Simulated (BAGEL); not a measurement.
**Si2H4F2 (SMILES F[SiH](F)[SiH3]) at HF/cc-pVDZ (density fitting with qzvpp-jkfit)**

Aim: the vertical ionisation energy of Si2H4F2 at HF/cc-pVDZ (density fitting with qzvpp-jkfit), from 2 runs. 

The calculation is run with BAGEL 1.2.2.

1 further run of the same task is left out (it didn't finish). Runs told in other sessions of the task aren't counted.

### 1 The molecule

Si2H4F2: 8 atoms, total charge 0, spin state singlet. As SMILES, `F[SiH](F)[SiH3]`. The coordinates come from a PBE0-D4/def2-TZVP relaxation.

Bond lengths: F1–Si2 1.593 Å, Si2–F3 1.593 Å, Si2–Si4 2.342 Å, Si2–H5 1.482 Å, Si4–H6 1.486 Å, Si4–H7 1.486 Å, Si4–H8 1.485 Å. Some angles: F1–Si2–F3 107.0°, F1–Si2–Si4 109.5°, F3–Si2–Si4 109.5°, F1–Si2–H5 107.3°, F3–Si2–H5 107.3°, Si4–Si2–H5 115.9°, Si2–Si4–H6 109.0°, Si2–Si4–H7 109.1°, Si2–Si4–H8 110.0°, H6–Si4–H7 109.2°.

### 2 The energy at HF/cc-pVDZ (density fitting with qzvpp-jkfit)

job.json

```json
{ "bagel": [

{
  "title": "molecule",
  "basis": "cc-pvdz.json",
  "df_basis": "qzvpp-jkfit",
  "angstrom": true,
  "geometry": [
    { "atom": "F", "xyz": [       0.971900,      -1.046400,       1.729500 ] },
    { "atom": "Si", "xyz": [       1.061800,      -0.320500,       0.314000 ] },
    { "atom": "F", "xyz": [       1.618700,      -1.392500,      -0.725000 ] },
    { "atom": "Si", "xyz": [      -1.075200,       0.372800,      -0.346900 ] },
    { "atom": "H", "xyz": [       2.081000,       0.748800,       0.431800 ] },
    { "atom": "H", "xyz": [      -1.595200,       1.352300,       0.642900 ] },
    { "atom": "H", "xyz": [      -0.983200,       1.025300,      -1.679300 ] },
    { "atom": "H", "xyz": [      -1.987700,      -0.796800,      -0.422700 ] }
  ]
},

{ "title": "hf" },

{ "title": "print", "file": "orbitals.molden", "orbitals": true }

]}
```

The basis set cc-pVDZ is read from a file made from the Basis Set Exchange's data (not shown).

Run with:

```
$ BAGEL_NUM_THREADS=1 BAGEL job.json > job.out
```

Log:

```text
* using 1 threads per process

  ===============================================================
  ===============================================================

  *** Geometry ***

  { "atom" : "F", "xyz" : [      1.836625,     -1.977409,      3.268281 ] },
  { "atom" : "Si", "xyz" : [      2.006511,     -0.605657,      0.593374 ] },
  { "atom" : "F", "xyz" : [      3.058900,     -2.631444,     -1.370051 ] },
  { "atom" : "Si", "xyz" : [     -2.031834,      0.704490,     -0.655546 ] },
  { "atom" : "H", "xyz" : [      3.932520,      1.415027,      0.815984 ] },
  { "atom" : "H", "xyz" : [     -3.014491,      2.555477,      1.214905 ] },
  { "atom" : "H", "xyz" : [     -1.857979,      1.937536,     -3.173417 ] },
  { "atom" : "H", "xyz" : [     -3.756209,     -1.505734,     -0.798787 ] },

  Number of auxiliary basis functions:      482

  Since a DF basis is specified, we compute 2- and 3-index integrals:
    o Being stored without compression. Storage requirement is 0.027 GB

  Number of basis functions:       84
  Number of electrons      :       50

    * METHOD: MOLECULE                             0.22

  *** RHF ***

  === Nuclear Repulsion ===
   227.3162932621

      * DIIS with orbital gradients will be used.

  === RHF iteration (cc-pvdz.json) ===
      0       -778.96239815          0.01417090           0.06
      1       -779.10551727          0.00939670           0.06
      2       -779.17902066          0.00127144           0.05
      3       -779.18067248          0.00019149           0.06
      4       -779.18070647          0.00004732           0.06
      5       -779.18070926          0.00000897           0.05
      6       -779.18070937          0.00000213           0.05
      7       -779.18070938          0.00000056           0.06
      8       -779.18070938          0.00000015           0.06
      9       -779.18070938          0.00000005           0.06
     10       -779.18070938          0.00000001           0.06
     11       -779.18070938          0.00000000           0.06
    * SCF iteration converged.

    * Permanent dipole moment:
           (    0.339581,    -0.698977,     0.187953) a.u.

    * METHOD: HF                                   0.81

    * METHOD: PRINT                                0.01

  ===============================================================
```

Wall time 1.2 s (1 thread of Arm Neoverse V2, shared host).

### 3 The doublet cation at the same level

job.json

```json
{ "bagel" : [

{
  "title" : "molecule",
  "basis" : "cc-pvdz.json",
  "df_basis" : "qzvpp-jkfit",
  "angstrom" : true,
  "geometry" : [
    { "atom" : "F", "xyz" : [       0.971900,      -1.046400,       1.729500 ] },
    { "atom" : "Si", "xyz" : [       1.061800,      -0.320500,       0.314000 ] },
    { "atom" : "F", "xyz" : [       1.618700,      -1.392500,      -0.725000 ] },
    { "atom" : "Si", "xyz" : [      -1.075200,       0.372800,      -0.346900 ] },
    { "atom" : "H", "xyz" : [       2.081000,       0.748800,       0.431800 ] },
    { "atom" : "H", "xyz" : [      -1.595200,       1.352300,       0.642900 ] },
    { "atom" : "H", "xyz" : [      -0.983200,       1.025300,      -1.679300 ] },
    { "atom" : "H", "xyz" : [      -1.987700,      -0.796800,      -0.422700 ] }
  ]
},

{
  "title" : "uhf",
  "charge" : 1,
  "nopen" : 1
},

{
  "title" : "print",
  "file" : "orbitals.molden",
  "orbitals" : true
}

]}
```

The basis set cc-pVDZ is read from a file made from the Basis Set Exchange's data (not shown).

Run with:

```
$ BAGEL_NUM_THREADS=1 BAGEL job.json > job.out
```

Log:

```text
* using 1 threads per process

  ===============================================================
  ===============================================================

  *** Geometry ***

  { "atom" : "F", "xyz" : [      1.836625,     -1.977409,      3.268281 ] },
  { "atom" : "Si", "xyz" : [      2.006511,     -0.605657,      0.593374 ] },
  { "atom" : "F", "xyz" : [      3.058900,     -2.631444,     -1.370051 ] },
  { "atom" : "Si", "xyz" : [     -2.031834,      0.704490,     -0.655546 ] },
  { "atom" : "H", "xyz" : [      3.932520,      1.415027,      0.815984 ] },
  { "atom" : "H", "xyz" : [     -3.014491,      2.555477,      1.214905 ] },
  { "atom" : "H", "xyz" : [     -1.857979,      1.937536,     -3.173417 ] },
  { "atom" : "H", "xyz" : [     -3.756209,     -1.505734,     -0.798787 ] },

  Number of auxiliary basis functions:      482

  Since a DF basis is specified, we compute 2- and 3-index integrals:
    o Being stored without compression. Storage requirement is 0.027 GB

  Number of basis functions:       84
  Number of electrons      :       50

    * METHOD: MOLECULE                             0.19

  *** Open-shell HF ***

  === Nuclear Repulsion ===
   227.3162932621

      * DIIS with orbital gradients will be used.

  === UHF iteration (cc-pvdz.json) ===
      0       -778.53892714          0.03036534           0.12
      1       -778.68863447          0.02240933           0.11
      2       -778.74738965          0.01389069           0.11
      3       -778.79107736          0.00128431           0.11
      4       -778.79199376          0.00042373           0.11
      5       -778.79214277          0.00022069           0.12
      6       -778.79221068          0.00010077           0.11
      7       -778.79223580          0.00005263           0.11
      8       -778.79224764          0.00001941           0.11
      9       -778.79224936          0.00000893           0.11
     10       -778.79224953          0.00000448           0.11
     11       -778.79224959          0.00000199           0.11
     12       -778.79224960          0.00000141           0.11
     13       -778.79224961          0.00000086           0.11
     14       -778.79224961          0.00000037           0.11
     15       -778.79224961          0.00000022           0.11
     16       -778.79224961          0.00000016           0.11
     17       -778.79224961          0.00000012           0.11
     18       -778.79224961          0.00000009           0.11
     19       -778.79224961          0.00000005           0.11
     20       -778.79224961          0.00000004           0.11
     21       -778.79224961          0.00000003           0.12
     22       -778.79224961          0.00000002           0.11
     23       -778.79224961          0.00000001           0.11
     24       -778.79224961          0.00000001           0.11
    * SCF iteration converged.

    * S^2 (UHF) is 0.7668

    * Permanent dipole moment:
           (    1.133470,    -1.667192,     0.533657) a.u.

    * METHOD: UHF                                  2.98

    * METHOD: PRINT                                0.01

  ===============================================================
```

Run time: 3.3 s. Hardware: 1 thread of Arm Neoverse V2, shared host.

### 4 Outcome

At HF/cc-pVDZ (density fitting with qzvpp-jkfit):

```
                                          quantity          value
                     singlet Si2H4F2: total energy  -779.18071 Eh
                    singlet Si2H4F2: dipole moment         2.03 D
                      singlet Si2H4F2: HOMO energy      -11.60 eV
                      singlet Si2H4F2: LUMO energy        3.16 eV
                    singlet Si2H4F2: HOMO–LUMO gap       14.76 eV
                      doublet cation: total energy  -778.79225 Eh
                              doublet cation: ⟨S²⟩          0.767
vertical ionisation energy (to the doublet cation)      10.571 eV
```

What this shows: Removing an electron at fixed nuclei costs 10.57 eV (1020 kJ/mol). The negative HOMO energy of the first species, 11.60 eV, lies 1.03 eV above that difference.
